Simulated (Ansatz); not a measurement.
This script for Ansatz 0.2.0, Python API starts 3 runs on BFH₄OSi, SMILES OB(F)[SiH3]. What input does the engine get in each?

Script `bfh4osi_methods.py`:
```python
# -*- coding: utf-8 -*-
import ansatz as az

geometry = (
    az.Crystal.molecule()
    .atom("O", (1.6475, 0.9691, -0.3012))
    .atom("B", (0.8567, -0.2136, -0.0209))
    .atom("F", (1.5181, -1.4772, 0.007))
    .atom("Si", (-0.9723, -0.1235, 0.3263))
    .atom("H", (1.5571, 1.0957, -1.3162))
    .atom("H", (-1.2949, 0.7411, 1.4955))
    .atom("H", (-1.7089, 0.4231, -0.8404))
    .atom("H", (-1.5112, -1.4719, 0.5942))
)

calc = geometry.calculation().basis(gaussian="cc-pVDZ").scf(lower_state_search="light")

methods = ["mp2", "ccsd", "ccsd_t"]
reports = [calc.correlation(m).run().report for m in methods]
print(f"Hartree-Fock reference {reports[0]['reference_energy_ev'] / 27.211386246:.6f} Ha")
best = reports[-1]["free_energy_ev"] - reports[-1]["reference_energy_ev"]
for method, each in zip(methods, reports):
    gained = each["free_energy_ev"] - each["reference_energy_ev"]
    print(f"{method:8s} total {each['free_energy_ev'] / 27.211386246:.6f} Ha  correlation {gained:9.4f} eV  ({100 * gained / best:.1f} % of the last)")
```

Run 1:
```yaml
crystal:
  periodic: [false, false, false]
  atoms:
    - { symbol: O, position_ang: [1.6475, 0.9691, -0.3012] }
    - { symbol: B, position_ang: [0.8567, -0.2136, -0.0209] }
    - { symbol: F, position_ang: [1.5181, -1.4772, 0.007] }
    - { symbol: Si, position_ang: [-0.9723, -0.1235, 0.3263] }
    - { symbol: H, position_ang: [1.5571, 1.0957, -1.3162] }
    - { symbol: H, position_ang: [-1.2949, 0.7411, 1.4955] }
    - { symbol: H, position_ang: [-1.7089, 0.4231, -0.8404] }
    - { symbol: H, position_ang: [-1.5112, -1.4719, 0.5942] }
basis:
  gaussian:
    orbitals: cc-pVDZ
correlation:
  method: mp2
scf:
  lower_state_search: light
```

Run 2, against run 1:
```diff
-  method: mp2
+  method: ccsd
```

Run 3, against run 1:
```diff
-  method: mp2
+  method: ccsd_t
```

```console
$ python bfh4osi_methods.py
Hartree-Fock reference -490.310589 Ha
mp2      total -490.875127 Ha  correlation  -15.3619 eV  (91.8 % of the last)
ccsd     total -490.911338 Ha  correlation  -16.3472 eV  (97.7 % of the last)
ccsd_t   total -490.925674 Ha  correlation  -16.7373 eV  (100.0 % of the last)
```

The settings weren't tested for convergence. The geometry is a force-field or estimated start, not a minimum of this method, and the basis set is short of its limit. A lower total doesn't mark the better method: functionals have no common bound, and MP2 and coupled cluster aren't variational. Inner cores stay frozen, so this is valence correlation. For Al to Cl the sets with a tight d function, cc-pV(X+d)Z, are usual. Hardware and time: 8.6 s on 1 thread of Arm Neoverse V2 (shared host), peak memory 0.29 GiB.

(A comment or docstring line of the script was reworded after the run, the code is as it ran; lines on the test bed's own set-up are left out of the output.)
